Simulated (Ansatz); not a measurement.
I need a calculation of the elastic constants of Al, space group Im-3m. Use the Ansatz DFT code, driven from Python. Settings (first run): LDA, PAW, cutoff 630 eV, 19×19×19 k-points, Fermi-Dirac smearing of 0.15 eV.

```
Al
1.0
    -1.59122    1.59122    1.59122
     1.59122   -1.59122    1.59122
     1.59122    1.59122   -1.59122
Al
1
Direct
  0.00000 0.00000 0.00000
```

The script, `elastic.py`:
```python
'''Stiffness tensor and moduli of Al.'''

from dataclasses import replace

import ansatz
import numpy as np
from pymatgen.core import Lattice, Structure
from pymatgen.io.ase import AseAtomsAdaptor


def main() -> None:
    pmg_structure = Structure(
        Lattice([[-1.59122, 1.59122, 1.59122], [1.59122, -1.59122, 1.59122], [1.59122, 1.59122, -1.59122]]),
        ['Al'],
        [
            [0.0, 0.0, 0.0],
        ],
    )
    al = ansatz.Crystal.from_ase(AseAtomsAdaptor.get_atoms(pmg_structure))

    job = (
        al.calculation()
        .functional('LDA')
        .basis(630)
        .accuracy('low')
        .occupations(ansatz.OccupationsMethod.FERMI_DIRAC, width=0.15)
        .mixing('anderson', beta=0.1)
        .kpoints(19, 19, 19)
    )
    # first bring the cell to zero stress
    rest = job.relax(cell=True).run(threads=1).lattice
    relaxed = ansatz.Crystal(lattice=ansatz.Lattice.of(rest.cell_ang))
    for site in rest.sites:
        relaxed = relaxed.atom(site.symbol, site.position_frac)
    job = replace(job, crystal=relaxed)
    print('relaxed volume {:.3f} A^3'.format(abs(np.linalg.det(rest.cell_ang))))
    done = job.elastic('relaxed_ion').run(threads=1)
    elastic = done.elastic

    print(np.array2string(np.round(elastic.c_gpa, 1) + 0.0, suppress_small=True))
    print('Voigt stress of the unstrained cell (GPa, tension positive):', np.round(elastic.sigma0_gpa, 3) + 0.0)
    print('smallest eigenvalue of C:', round(elastic.stability.min_eigenvalue_gpa, 1), 'GPa; tensor positive definite:', elastic.stability.min_eigenvalue_gpa > 0)
    # averaged moduli need a positive definite tensor
    if elastic.stability.min_eigenvalue_gpa > 0:
        m = elastic.moduli
        anisotropy = 5 * m.g_voigt_gpa / m.g_reuss_gpa + m.k_voigt_gpa / m.k_reuss_gpa - 6
        print(f'Voigt K {m.k_voigt_gpa:.1f} G {m.g_voigt_gpa:.1f}; Reuss K {m.k_reuss_gpa:.1f} G {m.g_reuss_gpa:.1f}; universal anisotropy index {anisotropy:.3f}')


if __name__ == '__main__':
    main()
```

```console
$ python elastic.py
relaxed volume 16.221 A^3
[[40.2 90.9 90.9  0.   0.   0. ]
 [90.9 40.2 90.9  0.   0.   0. ]
 [90.9 90.9 40.2  0.   0.   0. ]
 [ 0.   0.   0.  47.3  0.   0. ]
 [ 0.   0.   0.   0.  47.3  0. ]
 [ 0.   0.   0.   0.   0.  47.3]]
Voigt stress of the unstrained cell (GPa, tension positive): [-0.026 -0.026 -0.026  0.     0.     0.   ]
smallest eigenvalue of C: -50.7 GPa; tensor positive definite: False
```

What to keep in mind:
- These settings explore the input space; cutoff and mesh may be short of convergence.
- This isn't the structure that Al takes at ambient conditions.
- Shear constants of a metal converge slowly with the k-point mesh and can be wrong in sign on a coarse one; the constants belong to the cell that was strained.
- Timing: 60 s on 1 thread of Arm Neoverse V1, on a shared host, peak memory 0.64 GiB.

(A comment or docstring line of the script was reworded after the run, the code is as it ran.)
